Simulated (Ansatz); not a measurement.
# Hf3F4: relaxing the atoms in a fixed cell

The start is Hf3F4, a borrowed structure type, volume estimated. Where does it settle when we relax the atoms in a fixed cell, and what is it like there?

Computed, not measured: Ansatz 0.2.0, DFT, r2SCAN, no spin polarisation, plane waves, PAW.

## (1) The cell

It takes space group I-43d (No. 220, cubic). The conventional cell has a = 6.841 Å, b = 6.841 Å, c = 6.841 Å, α = 90.00°, β = 90.00°, γ = 90.00°. Hf (site symmetry -4) is surrounded by 8 F at 2.22 to 2.53 Å. F (site symmetry 3) is surrounded by 6 Hf at 2.22 to 2.53 Å.

Structure file:

```
CELL_PARAMETERS angstrom
-3.42030 3.42030 3.42030
3.42030 -3.42030 3.42030
3.42030 3.42030 -3.42030
ATOMIC_POSITIONS crystal
Hf 0.25000 0.62500 0.37500
Hf 0.37500 0.25000 0.62500
Hf 0.75000 0.87500 0.12500
Hf 0.12500 0.75000 0.87500
Hf 0.62500 0.37500 0.25000
Hf 0.87500 0.12500 0.75000
F 0.12600 0.12600 0.12600
F 0.87400 0.50000 0.00000
F 0.50000 0.00000 0.37400
F 0.00000 0.87400 0.50000
F 0.37400 0.50000 0.00000
F 0.62600 0.62600 0.62600
F 0.00000 0.37400 0.50000
F 0.50000 0.00000 0.87400
```

It starts from an earlier solution of the starting cell (checkpoint.read).

## (2) The walk to rest

The input, input.yaml:

```yaml
crystal:
  lattice:
    - [-3.420296, 3.420296, 3.420296]
    - [3.420296, -3.420296, 3.420296]
    - [3.420296, 3.420296, -3.420296]
  atoms:
    - { symbol: Hf, position: [0.25, 0.625, 0.375] }
    - { symbol: Hf, position: [0.375, 0.25, 0.625] }
    - { symbol: Hf, position: [0.75, 0.875, 0.125] }
    - { symbol: Hf, position: [0.125, 0.75, 0.875] }
    - { symbol: Hf, position: [0.625, 0.375, 0.25] }
    - { symbol: Hf, position: [0.875, 0.125, 0.75] }
    - { symbol: F, position: [0.126, 0.126, 0.126] }
    - { symbol: F, position: [0.874, 0.5, 0.0] }
    - { symbol: F, position: [0.5, 0.0, 0.374] }
    - { symbol: F, position: [0.0, 0.874, 0.5] }
    - { symbol: F, position: [0.374, 0.5, 0.0] }
    - { symbol: F, position: [0.626, 0.626, 0.626] }
    - { symbol: F, position: [0.0, 0.374, 0.5] }
    - { symbol: F, position: [0.5, 0.0, 0.874] }
  symmetry: { tolerance: 0.0003 }
kpoints:
  mp_grid: { grid: [5, 5, 5], shift: [0, 0, 0] }
magnetization:
  spin_polarized: false
scf:
  occupations: { method: cold, width: 0.0995 }
  lower_state_search: "off"
hamiltonian:
  pseudopotentials: { kind: paw }
  xc: r2scan
basis:
  ecutwfc: 500
  fft_grid_basis: typed
relax:
  max_steps: 80
  f_tol: 0.03
output:
  forces: true
  stress: true
  eigenvalues: true
  bader: true
  populations: true
  elf: true
  write_potential: true
  volumetric_format: npy
  dos:
    e_range: [-12, 8]
    de: 0.05
    projected: { site_lists: { F: [F], Hf: [Hf] } }
checkpoint:
  read: saved_state
```

Launch:

```console
> ansatz run input.yaml --threads 2 --pin off --max-ram 3584MiB --backend cpu --events-out ev --progress --plain --runs-dir out
```

What it wrote:

```text
Warning: output.stress: scf.convergence.dr2_threshold = 1e-7 eV (the SCF's general default) is looser than the 1.4e-9 eV advised for a printed stress (1e-10 eV for each atom of the cell: 14). What an SCF threshold leaves in a stress goes as its square root, and in the free energy as the threshold itself, and one threshold admits the most on a small cell: of the crystals measured, under no hybrid functional and no lock of the moments, on runs that ended without the residual-converged pass, on stresses that held no estimate of that error, the worst erred by over 100 MPa in a component at 1e-7 eV an atom and by under 5 at 1e-10. Every solve of this run answers to scf.convergence.dr2_threshold, and the tensor of one is reported: a single SCF on the reported geometry and on this run's grids (its basis.xc_grid and basis.ecutrho_ratio typed), with scf.convergence.dr2_threshold at 1.4e-9 eV or tighter, prints it and tightens no other solve. Else set scf.convergence.dr2_threshold to 1.4e-9 eV or tighter. The threshold is an SCF's pass mark: one that does not reach it within its budget of iterations ends unconverged, or closes short of it on a stop that the run arms, and scf.convergence.dr2_threshold's page says what that costs each kind of run
Warning: RAYON_NUM_THREADS=2 ignored (pool sized by the plan → 2); use --threads N
Engine: ansatz 0.2.0, x86_64-unknown-linux-gnu
Pseudopotentials: kind: paw
Pseudopotential: Hf, paw, valence charge 26, recommended cutoff 500 eV (meta_gga), Hf.paw.azcp
Pseudopotential: F, paw, valence charge 7, recommended cutoff 500 eV (meta_gga), F.paw.azcp
Functional definition: r2SCAN
  parameter k0 = 0.174
  parameter k1 = 0.065
  parameter a1 = 4.9479
  exchange = r2scan_x(k0 = k0, k1 = k1, a1 = a1)
  correlation = r2scan_c
Crystal: 14 atoms, lattice volume = 160.048 Å³
Basis set: ecut = 500 eV, 4093 PW (Γ), exchange–correlation on 180×180×180 points (64 copies of the dense FFT grid, shifted against one another)
Bands: 128, of which v1, the nominal top of the filled ones, is band 106 counted from 1 (105 counted from 0)
Symmetry: 24 space group operations
Space group: I-43d (ITA 220), of the structure as read, at distance tolerance 1.6e-3 Å
k-points: 10 of 125 (time reversal used)
Non-local potential: Hf, projectors of the file, l = 0: 3, l = 1: 2, l = 2: 2, l = 3: 3
Non-local potential: F, projectors of the file, l = 0: 2, l = 1: 2, l = 2: 1
PAW form: soft (Blöchl's): semilocal exchange-correlation on the pseudo side does not see the compensation charge
PAW frozen core: Hf, regenerated for the run's functional (the file was generated under x = pbe(κ = 0.804, μ = 0.2195149727645171), c = pbe(β = 0.06672455060314922))
PAW frozen core: F, regenerated for the run's functional (the file was generated under x = pbe(κ = 0.804, μ = 0.2195149727645171), c = pbe(β = 0.06672455060314922))
PAW one-centre angular grid: Hf, 974 points (default); XC on 160 Gauss nodes
PAW one-centre angular grid: F, 302 points (default); XC on 160 Gauss nodes
Initial density: read from a saved state, or passed on in memory by an earlier SCF of this step, an earlier step, the calling program or the single point that the run made first
Initial wavefunctions: pseudopotential atomic-orbital guess
Functional: x = r2scan, c = r2scan; τ floored in thin density (d = 2e-4 eV/Å³)
iter 1 solved again at ethr=1.09e-6 eV; its pass at ethr=3.10e-3 eV (dr2=2.30e-3 eV) is discarded
SCF iter   1: F=—  HF=-100867.317150 eV  |F-HF|=—  |Δ(HF+E_count)|=         —  Δρ=1.78e-3  dr2=2.64e-3  dr2_τ=1.99e-3  ethr=1.09e-6  ⟨swp⟩=2.5  Hψ=6629  notcnv=0
preconditioner: auto → Kerker (q_TF=auto, 2.859 Å⁻¹)  [metal: Δε(μ)=0.012 eV  Ē_g=19.062 eV  σ=0.100 eV  W_gap=0.09  n_scr=54 (ndim 8)  ℏωp=41.5 eV  f_vac=0.000  D(μ)=15.17/eV (n_scr^D=200)]
SCF iter   2: F=—  HF=-100867.321102 eV  |F-HF|=—  |Δ(HF+E_count)|=   3.95e-3  S|Δr|=    0.00e0  Δρ=1.09e-3  dr2=1.11e-3  dr2_τ=2.87e-4  ethr=1.09e-6  ⟨swp⟩=2.0  Hψ=2102  notcnv=0
SCF iter   3: F=—  HF=-100867.322179 eV  |F-HF|=—  |Δ(HF+E_count)|=   1.08e-3  S|Δr|=    0.00e0  Δρ=3.24e-4  dr2=1.64e-4  dr2_τ=1.20e-5  ethr=5.21e-7  ⟨swp⟩=2.7  Hψ=2384  notcnv=0
SCF iter   4: F=—  HF=-100867.322259 eV  |F-HF|=—  |Δ(HF+E_count)|=   8.03e-5  S|Δr|=    0.00e0  Δρ=1.61e-4  dr2=2.67e-5  dr2_τ=8.59e-6  ethr=7.71e-8  ⟨swp⟩=2.0  Hψ=2333  notcnv=0
SCF iter   5: F=—  HF=-100867.322479 eV  |F-HF|=—  |Δ(HF+E_count)|=   2.20e-4  S|Δr|=    0.00e0  Δρ=8.05e-5  dr2=5.96e-6  dr2_τ=2.04e-6  ethr=1.26e-8  ⟨swp⟩=2.0  Hψ=2241  notcnv=0
SCF iter   6: F=—  HF=-100867.322484 eV  |F-HF|=—  |Δ(HF+E_count)|=   5.03e-6  S|Δr|=    0.00e0  Δρ=2.58e-5  dr2=8.01e-7  dr2_τ=1.35e-7  ethr=2.81e-9  ⟨swp⟩=2.0  Hψ=2345  notcnv=0
SCF iter   7: F=—  HF=-100867.322485 eV  |F-HF|=—  |Δ(HF+E_count)|=   6.31e-7  S|Δr|=    0.00e0  Δρ=8.28e-6  dr2=1.04e-7  dr2_τ=5.28e-9  ethr=3.78e-10  ⟨swp⟩=2.0  Hψ=2345  notcnv=0
SCF iter   8: F=-100867.322485 eV  HF=-100867.322485 eV  |F-HF|=4.32e-9  |Δ(HF+E_count)|=   3.95e-8  S|Δr|=    0.00e0  Δρ=2.24e-6  dr2=5.50e-9  dr2_τ=5.62e-10  ethr=4.72e-11  ⟨swp⟩=7.0  Hψ=7733  notcnv=0
SCF 1 converged in 8 iterations: F = -100867.322485 eV  dr2 = 5.50e-9
relax step   1: F+E_penalty+E_count = -100867.32248512 eV  Δ(F+E_penalty+E_count) = +0.000e0 eV  max|allowed force component| = 7.032e-1 eV/Å  Δτ_max = 0.0000 Å  (8 SCF iters, accepted)
Initial density: handed on by an earlier stage of this run
Initial wavefunctions: those handed on with the density
iter 1 solved again at ethr=3.44e-4 eV; its pass at ethr=3.10e-3 eV (dr2=7.30e-1 eV) is discarded
SCF iter   1: F=—  HF=-100867.938733 eV  |F-HF|=—  |Δ(HF+E_count)|=         —  Δρ=2.85e-2  dr2=7.24e-1  dr2_τ=4.60e0  ethr=3.44e-4  ⟨swp⟩=1.1  Hψ=4453  notcnv=0  defer=117
preconditioner: auto → Kerker (q_TF=auto, 2.859 Å⁻¹)  [metal: Δε(μ)=0.006 eV  Ē_g=18.968 eV  σ=0.100 eV  W_gap=0.04  n_scr=54 (ndim 8)  ℏωp=41.5 eV  f_vac=0.000  D(μ)=12.53/eV (n_scr^D=140)]
SCF iter   2: F=—  HF=-100868.274668 eV  |F-HF|=—  |Δ(HF+E_count)|=   3.36e-1  S|Δr|=    0.00e0  Δρ=1.45e-2  dr2=2.86e-1  dr2_τ=1.18e-2  ethr=3.42e-4  ⟨swp⟩=2.0  Hψ=2076  notcnv=0  defer=117
SCF iter   3: F=—  HF=-100868.200909 eV  |F-HF|=—  |Δ(HF+E_count)|=   7.38e-2  S|Δr|=    0.00e0  Δρ=3.64e-3  dr2=2.27e-2  dr2_τ=2.45e-3  ethr=1.35e-4  ⟨swp⟩=2.0  Hψ=2072  notcnv=0  defer=117
SCF iter   4: F=—  HF=-100868.203936 eV  |F-HF|=—  |Δ(HF+E_count)|=   3.03e-3  S|Δr|=    0.00e0  Δρ=2.72e-3  dr2=8.08e-3  dr2_τ=1.05e-3  ethr=1.07e-5  ⟨swp⟩=2.0  Hψ=2109  notcnv=0  defer=122
SCF iter   5: F=—  HF=-100868.200333 eV  |F-HF|=—  |Δ(HF+E_count)|=   3.60e-3  S|Δr|=    0.00e0  Δρ=8.95e-4  dr2=1.06e-3  dr2_τ=6.65e-5  ethr=3.81e-6  ⟨swp⟩=2.0  Hψ=1990  notcnv=0  defer=122
SCF iter   6: F=—  HF=-100868.200511 eV  |F-HF|=—  |Δ(HF+E_count)|=   1.78e-4  S|Δr|=    0.00e0  Δρ=4.19e-4  dr2=1.83e-4  dr2_τ=2.19e-5  ethr=5.00e-7  ⟨swp⟩=2.0  Hψ=2021  notcnv=0  defer=122
SCF iter   7: F=—  HF=-100868.200538 eV  |F-HF|=—  |Δ(HF+E_count)|=   2.70e-5  S|Δr|=    0.00e0  Δρ=1.62e-4  dr2=1.87e-5  dr2_τ=1.92e-6  ethr=1.46e-8  ⟨swp⟩=13.0  Hψ=11072  notcnv=0
SCF iter   8: F=-100868.200544 eV  HF=-100868.200544 eV  |F-HF|=2.83e-7  |Δ(HF+E_count)|=   5.92e-6  S|Δr|=    0.00e0  Δρ=4.15e-5  dr2=2.15e-6  dr2_τ=1.68e-7  ethr=8.80e-9  ⟨swp⟩=9.9  Hψ=11498  notcnv=0
SCF 2 converged in 8 iterations: F = -100868.200544 eV  dr2 = 2.15e-6
relax step   2: F+E_penalty+E_count = -100868.20054420 eV  Δ(F+E_penalty+E_count) = -8.781e-1 eV  max|allowed force component| = 5.885e-1 eV/Å  Δτ_max = 0.0992 Å  (8 SCF iters, dr2 threshold 3.09e-5 eV, accepted)
iter 1 solved again at ethr=1.04e-3 eV; its pass at ethr=3.10e-3 eV (dr2=2.21e0 eV) is discarded
SCF iter   1: F=—  HF=-100869.188996 eV  |F-HF|=—  |Δ(HF+E_count)|=         —  Δρ=5.09e-2  dr2=2.21e0  dr2_τ=1.71e1  ethr=1.04e-3  ⟨swp⟩=1.0  Hψ=4768  notcnv=0  defer=5
preconditioner: auto → Kerker (q_TF=auto, 2.859 Å⁻¹)  [metal: Δε(μ)=0.050 eV  Ē_g=18.886 eV  σ=0.100 eV  W_gap=0.35  n_scr=54 (ndim 8)  ℏωp=41.5 eV  f_vac=0.000  D(μ)=13.44/eV (n_scr^D=176)]
SCF iter   2: F=—  HF=-100870.041469 eV  |F-HF|=—  |Δ(HF+E_count)|=   8.52e-1  S|Δr|=    0.00e0  Δρ=2.75e-2  dr2=1.00e0  dr2_τ=4.86e-2  ethr=1.04e-3  ⟨swp⟩=2.0  Hψ=2082  notcnv=0  defer=5
SCF iter   3: F=—  HF=-100869.723939 eV  |F-HF|=—  |Δ(HF+E_count)|=   3.18e-1  S|Δr|=    0.00e0  Δρ=5.30e-3  dr2=4.99e-2  dr2_τ=1.29e-2  ethr=4.72e-4  ⟨swp⟩=2.0  Hψ=2077  notcnv=0  defer=7
SCF iter   4: F=—  HF=-100869.736696 eV  |F-HF|=—  |Δ(HF+E_count)|=   1.28e-2  S|Δr|=    0.00e0  Δρ=2.86e-3  dr2=1.30e-2  dr2_τ=9.96e-4  ethr=2.36e-5  ⟨swp⟩=2.0  Hψ=2166  notcnv=0  defer=7
SCF iter   5: F=—  HF=-100869.731847 eV  |F-HF|=—  |Δ(HF+E_count)|=   4.85e-3  S|Δr|=    0.00e0  Δρ=1.40e-3  dr2=3.85e-3  dr2_τ=1.68e-4  ethr=6.15e-6  ⟨swp⟩=2.0  Hψ=2271  notcnv=0  defer=119
SCF iter   6: F=—  HF=-100869.731752 eV  |F-HF|=—  |Δ(HF+E_count)|=   9.45e-5  S|Δr|=    0.00e0  Δρ=6.89e-4  dr2=3.05e-4  dr2_τ=5.18e-5  ethr=1.82e-6  ⟨swp⟩=2.0  Hψ=2187  notcnv=0  defer=119
SCF iter   7: F=—  HF=-100869.731693 eV  |F-HF|=—  |Δ(HF+E_count)|=   5.99e-5  S|Δr|=    0.00e0  Δρ=2.18e-4  dr2=2.69e-5  dr2_τ=3.69e-6  ethr=1.44e-7  ⟨swp⟩=2.0  Hψ=2146  notcnv=0  defer=119
SCF iter   8: F=-100869.731714 eV  HF=-100869.731714 eV  |F-HF|=2.28e-7  |Δ(HF+E_count)|=   2.14e-5  S|Δr|=    0.00e0  Δρ=5.82e-5  dr2=3.38e-6  dr2_τ=3.50e-7  ethr=1.02e-8  ⟨swp⟩=14.0  Hψ=12014  notcnv=0
SCF 3 converged in 8 iterations: F = -100869.731714 eV  dr2 = 3.38e-6
relax step   3: F+E_penalty+E_count = -100869.73171378 eV  Δ(F+E_penalty+E_count) = -1.531e0 eV  max|allowed force component| = 5.784e-1 eV/Å  Δτ_max = 0.1950 Å  (8 SCF iters, dr2 threshold 2.16e-5 eV, accepted)
[... 11 lines left out ...]
relax step   4: F+E_penalty+E_count = -100871.15849972 eV  Δ(F+E_penalty+E_count) = -1.427e0 eV  max|allowed force component| = 4.270e-1 eV/Å  Δτ_max = 0.1950 Å  (8 SCF iters, dr2 threshold 1.00e-4 eV, accepted)
[... 10 lines left out ...]
relax step   5: F+E_penalty+E_count = -100871.88397809 eV  Δ(F+E_penalty+E_count) = -7.255e-1 eV  max|allowed force component| = 1.239e-1 eV/Å  Δτ_max = 0.1950 Å  (7 SCF iters, dr2 threshold 9.93e-5 eV, accepted)
[... 9 lines left out ...]
relax step   6: F+E_penalty+E_count = -100871.99469316 eV  Δ(F+E_penalty+E_count) = -1.107e-1 eV  max|allowed force component| = 6.212e-2 eV/Å  Δτ_max = 0.0737 Å  (7 SCF iters, dr2 threshold 1.29e-6 eV, accepted)
[... 11 lines left out ...]
relax step   7: F+E_penalty+E_count = -100871.91901505 eV  Δ(F+E_penalty+E_count) = +7.568e-2 eV  max|allowed force component| = 2.260e-1 eV/Å  Δτ_max = 0.0816 Å  (9 SCF iters, rejected (line search))
SCF iter   1: F=—  HF=-100871.800301 eV  |F-HF|=—  |Δ(HF+E_count)|=         —  Δρ=1.58e-2  dr2=1.91e-1  dr2_τ=1.95e0  ethr=8.82e-4  ⟨swp⟩=4.0  Hψ=2744  notcnv=0  defer=128
preconditioner: auto → Kerker (q_TF=auto, 2.859 Å⁻¹)  [metal: Δε(μ)=0.011 eV  Ē_g=19.596 eV  σ=0.100 eV  W_gap=0.08  n_scr=54 (ndim 8)  ℏωp=41.5 eV  f_vac=0.000  D(μ)=21.03/eV (n_scr^D=320)]
SCF iter   2: F=—  HF=-100872.018013 eV  |F-HF|=—  |Δ(HF+E_count)|=   2.18e-1  S|Δr|=    0.00e0  Δρ=7.34e-3  dr2=5.94e-2  dr2_τ=2.91e-3  ethr=9.01e-5  ⟨swp⟩=2.2  Hψ=2539  notcnv=0  defer=117
SCF iter   3: F=—  HF=-100872.004920 eV  |F-HF|=—  |Δ(HF+E_count)|=   1.31e-2  S|Δr|=    0.00e0  Δρ=1.85e-3  dr2=5.62e-3  dr2_τ=4.09e-4  ethr=2.80e-5  ⟨swp⟩=2.0  Hψ=1922  notcnv=0  defer=117
SCF iter   4: F=—  HF=-100872.004584 eV  |F-HF|=—  |Δ(HF+E_count)|=   3.36e-4  S|Δr|=    0.00e0  Δρ=1.18e-3  dr2=1.19e-3  dr2_τ=1.62e-4  ethr=2.65e-6  ⟨swp⟩=2.0  Hψ=1988  notcnv=0  defer=117
SCF iter   5: F=—  HF=-100872.004393 eV  |F-HF|=—  |Δ(HF+E_count)|=   1.91e-4  S|Δr|=    0.00e0  Δρ=4.43e-4  dr2=1.59e-4  dr2_τ=2.15e-5  ethr=5.63e-7  ⟨swp⟩=2.0  Hψ=1983  notcnv=0  defer=117
SCF iter   6: F=—  HF=-100872.004477 eV  |F-HF|=—  |Δ(HF+E_count)|=   8.36e-5  S|Δr|=    0.00e0  Δρ=1.47e-4  dr2=2.52e-5  dr2_τ=4.41e-6  ethr=7.51e-8  ⟨swp⟩=2.0  Hψ=2165  notcnv=0  defer=117
SCF iter   7: F=—  HF=-100872.004670 eV  |F-HF|=—  |Δ(HF+E_count)|=   1.93e-4  S|Δr|=    0.00e0  Δρ=6.92e-5  dr2=2.37e-6  dr2_τ=4.65e-7  ethr=1.19e-8  ⟨swp⟩=2.0  Hψ=2231  notcnv=0  defer=117
SCF iter   8: F=—  HF=-100872.004671 eV  |F-HF|=—  |Δ(HF+E_count)|=   4.54e-7  S|Δr|=    0.00e0  Δρ=1.06e-5  dr2=1.51e-7  dr2_τ=1.05e-8  ethr=1.12e-9  ⟨swp⟩=2.0  Hψ=1984  notcnv=0  defer=117
```

(Part 1 of 2 ends here.)
